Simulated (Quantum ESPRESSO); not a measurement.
A run of Quantum ESPRESSO 7.5:

The input pw.in:

```
&CONTROL
  calculation = 'scf'
  prefix = 'pwscf'
  outdir = './tmp'
  pseudo_dir = './pseudo'
  tprnfor = .true.
  tstress = .true.
  disk_io = 'low'
/
&SYSTEM
  ibrav = 0
  nat = 4
  ntyp = 2
  ecutwfc = 70
  nbnd = 27
  occupations = 'smearing'
  smearing = 'fd'
  degauss = 0.00367493
/
&ELECTRONS
  conv_thr = 8d-10
  electron_maxstep = 120
  mixing_beta = 0.5
/
ATOMIC_SPECIES
Zn    65.3800 Zn_ONCV_PBE-1.2.upf
S     32.0600 S_ONCV_PBE-1.2.upf
CELL_PARAMETERS angstrom
   0.0000000000    3.1808000000    3.1808000000
   3.1808000000    0.0000000000    3.1808000000
   3.1808000000    3.1808000000    0.0000000000
ATOMIC_POSITIONS crystal
Zn     0.0000000000    0.0000000000    0.0000000000
S      0.2500000000    0.2500000000    0.2500000000
S      0.7500000000    0.7500000000    0.7500000000
S      0.5000000000    0.5000000000    0.5000000000
K_POINTS automatic
5 5 5 0 0 0
```

Contents of nscf.in:

```
&CONTROL
  calculation = 'nscf'
  prefix = 'pwscf'
  outdir = './tmp'
  pseudo_dir = './pseudo'
  disk_io = 'low'
/
&SYSTEM
  ibrav = 0
  nat = 4
  ntyp = 2
  ecutwfc = 70
  nbnd = 37
  occupations = 'smearing'
  smearing = 'fd'
  degauss = 0.00367493
  nosym = .true.
  noinv = .true.
/
&ELECTRONS
  conv_thr = 1d-09
  electron_maxstep = 120
  mixing_beta = 0.5
  diago_full_acc = .true.
  startingwfc = 'random'
/
ATOMIC_SPECIES
Zn    65.3800 Zn_ONCV_PBE-1.2.upf
S     32.0600 S_ONCV_PBE-1.2.upf
CELL_PARAMETERS angstrom
   0.0000000000    3.1808000000    3.1808000000
   3.1808000000    0.0000000000    3.1808000000
   3.1808000000    3.1808000000    0.0000000000
ATOMIC_POSITIONS crystal
Zn     0.0000000000    0.0000000000    0.0000000000
S      0.2500000000    0.2500000000    0.2500000000
S      0.7500000000    0.7500000000    0.7500000000
S      0.5000000000    0.5000000000    0.5000000000
K_POINTS crystal
64
  0.00000000   0.00000000   0.00000000 1.56250000e-02
  0.00000000   0.00000000   0.25000000 1.56250000e-02
  0.00000000   0.00000000   0.50000000 1.56250000e-02
  0.00000000   0.00000000   0.75000000 1.56250000e-02
  0.00000000   0.25000000   0.00000000 1.56250000e-02
  0.00000000   0.25000000   0.25000000 1.56250000e-02
  0.00000000   0.25000000   0.50000000 1.56250000e-02
  0.00000000   0.25000000   0.75000000 1.56250000e-02
  0.00000000   0.50000000   0.00000000 1.56250000e-02
  0.00000000   0.50000000   0.25000000 1.56250000e-02
  0.00000000   0.50000000   0.50000000 1.56250000e-02
  0.00000000   0.50000000   0.75000000 1.56250000e-02
  0.00000000   0.75000000   0.00000000 1.56250000e-02
  0.00000000   0.75000000   0.25000000 1.56250000e-02
  0.00000000   0.75000000   0.50000000 1.56250000e-02
  0.00000000   0.75000000   0.75000000 1.56250000e-02
  0.25000000   0.00000000   0.00000000 1.56250000e-02
  0.25000000   0.00000000   0.25000000 1.56250000e-02
  0.25000000   0.00000000   0.50000000 1.56250000e-02
  0.25000000   0.00000000   0.75000000 1.56250000e-02
  0.25000000   0.25000000   0.00000000 1.56250000e-02
  0.25000000   0.25000000   0.25000000 1.56250000e-02
  0.25000000   0.25000000   0.50000000 1.56250000e-02
  0.25000000   0.25000000   0.75000000 1.56250000e-02
  0.25000000   0.50000000   0.00000000 1.56250000e-02
  0.25000000   0.50000000   0.25000000 1.56250000e-02
  0.25000000   0.50000000   0.50000000 1.56250000e-02
  0.25000000   0.50000000   0.75000000 1.56250000e-02
  0.25000000   0.75000000   0.00000000 1.56250000e-02
  0.25000000   0.75000000   0.25000000 1.56250000e-02
  0.25000000   0.75000000   0.50000000 1.56250000e-02
  0.25000000   0.75000000   0.75000000 1.56250000e-02
  0.50000000   0.00000000   0.00000000 1.56250000e-02
  0.50000000   0.00000000   0.25000000 1.56250000e-02
  0.50000000   0.00000000   0.50000000 1.56250000e-02
  0.50000000   0.00000000   0.75000000 1.56250000e-02
  0.50000000   0.25000000   0.00000000 1.56250000e-02
  0.50000000   0.25000000   0.25000000 1.56250000e-02
  0.50000000   0.25000000   0.50000000 1.56250000e-02
  0.50000000   0.25000000   0.75000000 1.56250000e-02
  0.50000000   0.50000000   0.00000000 1.56250000e-02
  0.50000000   0.50000000   0.25000000 1.56250000e-02
  0.50000000   0.50000000   0.50000000 1.56250000e-02
  0.50000000   0.50000000   0.75000000 1.56250000e-02
  0.50000000   0.75000000   0.00000000 1.56250000e-02
  0.50000000   0.75000000   0.25000000 1.56250000e-02
  0.50000000   0.75000000   0.50000000 1.56250000e-02
  0.50000000   0.75000000   0.75000000 1.56250000e-02
  0.75000000   0.00000000   0.00000000 1.56250000e-02
  0.75000000   0.00000000   0.25000000 1.56250000e-02
  0.75000000   0.00000000   0.50000000 1.56250000e-02
  0.75000000   0.00000000   0.75000000 1.56250000e-02
  0.75000000   0.25000000   0.00000000 1.56250000e-02
  0.75000000   0.25000000   0.25000000 1.56250000e-02
  0.75000000   0.25000000   0.50000000 1.56250000e-02
  0.75000000   0.25000000   0.75000000 1.56250000e-02
  0.75000000   0.50000000   0.00000000 1.56250000e-02
  0.75000000   0.50000000   0.25000000 1.56250000e-02
  0.75000000   0.50000000   0.50000000 1.56250000e-02
  0.75000000   0.50000000   0.75000000 1.56250000e-02
  0.75000000   0.75000000   0.00000000 1.56250000e-02
  0.75000000   0.75000000   0.25000000 1.56250000e-02
  0.75000000   0.75000000   0.50000000 1.56250000e-02
  0.75000000   0.75000000   0.75000000 1.56250000e-02
```

pw2wan.in

```
&INPUTPP
  prefix = 'pwscf'
  outdir = './tmp'
  seedname = 'w'
  write_mmn = .true.
  write_amn = .true.
/
```

Contents of bands.in:

```
&CONTROL
  calculation = 'bands'
  prefix = 'pwscf'
  outdir = './tmp'
  pseudo_dir = './pseudo'
  disk_io = 'low'
/
&SYSTEM
  ibrav = 0
  nat = 4
  ntyp = 2
  ecutwfc = 70
  nbnd = 37
  occupations = 'smearing'
  smearing = 'fd'
  degauss = 0.00367493
/
&ELECTRONS
  conv_thr = 1d-08
  electron_maxstep = 120
  mixing_beta = 0.5
  diago_full_acc = .true.
  startingwfc = 'random'
/
ATOMIC_SPECIES
Zn    65.3800 Zn_ONCV_PBE-1.2.upf
S     32.0600 S_ONCV_PBE-1.2.upf
CELL_PARAMETERS angstrom
   0.0000000000    3.1808000000    3.1808000000
   3.1808000000    0.0000000000    3.1808000000
   3.1808000000    3.1808000000    0.0000000000
ATOMIC_POSITIONS crystal
Zn     0.0000000000    0.0000000000    0.0000000000
S      0.2500000000    0.2500000000    0.2500000000
S      0.7500000000    0.7500000000    0.7500000000
S      0.5000000000    0.5000000000    0.5000000000
K_POINTS crystal
61
  0.00000000   0.00000000   0.00000000 1
  0.05555600   0.00000000   0.05555600 1
  0.11111100   0.00000000   0.11111100 1
  0.16666700   0.00000000   0.16666700 1
  0.22222200   0.00000000   0.22222200 1
  0.27777800   0.00000000   0.27777800 1
  0.33333300   0.00000000   0.33333300 1
  0.38888900   0.00000000   0.38888900 1
  0.44444400   0.00000000   0.44444400 1
  0.50000000   0.00000000   0.50000000 1
  0.50000000   0.05000000   0.55000000 1
  0.50000000   0.10000000   0.60000000 1
  0.50000000   0.15000000   0.65000000 1
  0.50000000   0.20000000   0.70000000 1
  0.50000000   0.25000000   0.75000000 1
  0.45833300   0.29166700   0.75000000 1
  0.41666700   0.33333300   0.75000000 1
  0.37500000   0.37500000   0.75000000 1
  0.33750000   0.33750000   0.67500000 1
  0.30000000   0.30000000   0.60000000 1
  0.26250000   0.26250000   0.52500000 1
  0.22500000   0.22500000   0.45000000 1
  0.18750000   0.18750000   0.37500000 1
  0.15000000   0.15000000   0.30000000 1
  0.11250000   0.11250000   0.22500000 1
  0.07500000   0.07500000   0.15000000 1
  0.03750000   0.03750000   0.07500000 1
  0.00000000   0.00000000   0.00000000 1
  0.06250000   0.06250000   0.06250000 1
  0.12500000   0.12500000   0.12500000 1
  0.18750000   0.18750000   0.18750000 1
  0.25000000   0.25000000   0.25000000 1
  0.31250000   0.31250000   0.31250000 1
  0.37500000   0.37500000   0.37500000 1
  0.43750000   0.43750000   0.43750000 1
  0.50000000   0.50000000   0.50000000 1
  0.52083300   0.45833300   0.52083300 1
  0.54166700   0.41666700   0.54166700 1
  0.56250000   0.37500000   0.56250000 1
  0.58333300   0.33333300   0.58333300 1
  0.60416700   0.29166700   0.60416700 1
  0.62500000   0.25000000   0.62500000 1
  0.58333300   0.25000000   0.66666700 1
  0.54166700   0.25000000   0.70833300 1
  0.50000000   0.25000000   0.75000000 1
  0.50000000   0.29166700   0.70833300 1
  0.50000000   0.33333300   0.66666700 1
  0.50000000   0.37500000   0.62500000 1
  0.50000000   0.41666700   0.58333300 1
  0.50000000   0.45833300   0.54166700 1
  0.50000000   0.50000000   0.50000000 1
  0.47916700   0.47916700   0.54166700 1
  0.45833300   0.45833300   0.58333300 1
  0.43750000   0.43750000   0.62500000 1
  0.41666700   0.41666700   0.66666700 1
  0.39583300   0.39583300   0.70833300 1
  0.37500000   0.37500000   0.75000000 1
  0.62500000   0.25000000   0.62500000 1
  0.58333300   0.16666700   0.58333300 1
  0.54166700   0.08333300   0.54166700 1
  0.50000000   0.00000000   0.50000000 1
```

Contents of w.win:

```
num_wann = 21
num_bands = 33
guiding_centres = true
dis_froz_max = 10.98
dis_num_iter = 600
dis_mix_ratio = 0.5
dis_conv_tol = 1.0d-9
num_iter = 0
search_shells = 100
kmesh_tol = 1.0d-4
conv_tol = 1.0d-8
conv_window = 4
num_print_cycles = 200
fermi_energy = 9.981
bands_plot = true
write_hr = true
mp_grid = 4 4 4
exclude_bands = 1-4
begin projections
Zn: s;p;d
S: s;p
end projections
begin unit_cell_cart
ang
  0.0000000000   3.1808000000   3.1808000000
  3.1808000000   0.0000000000   3.1808000000
  3.1808000000   3.1808000000   0.0000000000
end unit_cell_cart
begin atoms_frac
Zn   0.0000000000   0.0000000000   0.0000000000
S    0.2500000000   0.2500000000   0.2500000000
S    0.7500000000   0.7500000000   0.7500000000
S    0.5000000000   0.5000000000   0.5000000000
end atoms_frac
begin kpoint_path
G   0.0000000000   0.0000000000   0.0000000000  X   0.5000000000   0.0000000000   0.5000000000
X   0.5000000000   0.0000000000   0.5000000000  W   0.5000000000   0.2500000000   0.7500000000
W   0.5000000000   0.2500000000   0.7500000000  K   0.3750000000   0.3750000000   0.7500000000
K   0.3750000000   0.3750000000   0.7500000000  G   0.0000000000   0.0000000000   0.0000000000
G   0.0000000000   0.0000000000   0.0000000000  L   0.5000000000   0.5000000000   0.5000000000
L   0.5000000000   0.5000000000   0.5000000000  U   0.6250000000   0.2500000000   0.6250000000
U   0.6250000000   0.2500000000   0.6250000000  W   0.5000000000   0.2500000000   0.7500000000
W   0.5000000000   0.2500000000   0.7500000000  L   0.5000000000   0.5000000000   0.5000000000
L   0.5000000000   0.5000000000   0.5000000000  K   0.3750000000   0.3750000000   0.7500000000
U   0.6250000000   0.2500000000   0.6250000000  X   0.5000000000   0.0000000000   0.5000000000
end kpoint_path
bands_num_points = 9
begin kpoints
  0.00000000   0.00000000   0.00000000
  0.00000000   0.00000000   0.25000000
  0.00000000   0.00000000   0.50000000
  0.00000000   0.00000000   0.75000000
  0.00000000   0.25000000   0.00000000
  0.00000000   0.25000000   0.25000000
  0.00000000   0.25000000   0.50000000
  0.00000000   0.25000000   0.75000000
  0.00000000   0.50000000   0.00000000
  0.00000000   0.50000000   0.25000000
  0.00000000   0.50000000   0.50000000
  0.00000000   0.50000000   0.75000000
  0.00000000   0.75000000   0.00000000
  0.00000000   0.75000000   0.25000000
  0.00000000   0.75000000   0.50000000
  0.00000000   0.75000000   0.75000000
  0.25000000   0.00000000   0.00000000
  0.25000000   0.00000000   0.25000000
  0.25000000   0.00000000   0.50000000
  0.25000000   0.00000000   0.75000000
  0.25000000   0.25000000   0.00000000
  0.25000000   0.25000000   0.25000000
  0.25000000   0.25000000   0.50000000
  0.25000000   0.25000000   0.75000000
  0.25000000   0.50000000   0.00000000
  0.25000000   0.50000000   0.25000000
  0.25000000   0.50000000   0.50000000
  0.25000000   0.50000000   0.75000000
  0.25000000   0.75000000   0.00000000
  0.25000000   0.75000000   0.25000000
  0.25000000   0.75000000   0.50000000
  0.25000000   0.75000000   0.75000000
  0.50000000   0.00000000   0.00000000
  0.50000000   0.00000000   0.25000000
  0.50000000   0.00000000   0.50000000
  0.50000000   0.00000000   0.75000000
  0.50000000   0.25000000   0.00000000
  0.50000000   0.25000000   0.25000000
  0.50000000   0.25000000   0.50000000
  0.50000000   0.25000000   0.75000000
  0.50000000   0.50000000   0.00000000
  0.50000000   0.50000000   0.25000000
  0.50000000   0.50000000   0.50000000
  0.50000000   0.50000000   0.75000000
  0.50000000   0.75000000   0.00000000
  0.50000000   0.75000000   0.25000000
  0.50000000   0.75000000   0.50000000
  0.50000000   0.75000000   0.75000000
  0.75000000   0.00000000   0.00000000
  0.75000000   0.00000000   0.25000000
  0.75000000   0.00000000   0.50000000
  0.75000000   0.00000000   0.75000000
  0.75000000   0.25000000   0.00000000
  0.75000000   0.25000000   0.25000000
  0.75000000   0.25000000   0.50000000
  0.75000000   0.25000000   0.75000000
  0.75000000   0.50000000   0.00000000
  0.75000000   0.50000000   0.25000000
  0.75000000   0.50000000   0.50000000
  0.75000000   0.50000000   0.75000000
  0.75000000   0.75000000   0.00000000
  0.75000000   0.75000000   0.25000000
  0.75000000   0.75000000   0.50000000
  0.75000000   0.75000000   0.75000000
end kpoints
```

Potentials or basis: SG15 PBE 1.2.

Launch:

```sh
$ OMP_NUM_THREADS=1 pw.x -in pw.in > pw.out
$ OMP_NUM_THREADS=1 pw.x -in nscf.in > nscf.out
$ wannier90.x -pp w
$ OMP_NUM_THREADS=1 pw2wannier90.x -in pw2wan.in > pw2wan.out
$ wannier90.x w
$ OMP_NUM_THREADS=1 pw.x -in bands.in > bands.out
```

Hardware: 1 thread of Arm Neoverse V2 (shared host).

Task: Estimate the wall time of this run.

Result: It took 7.4 min on 1 thread of Arm Neoverse V2, with other jobs on the host, peak memory 0.19 GiB. Counts: scf iterations 10, k pools 1, bands 27, k points 10, g dense 34333.
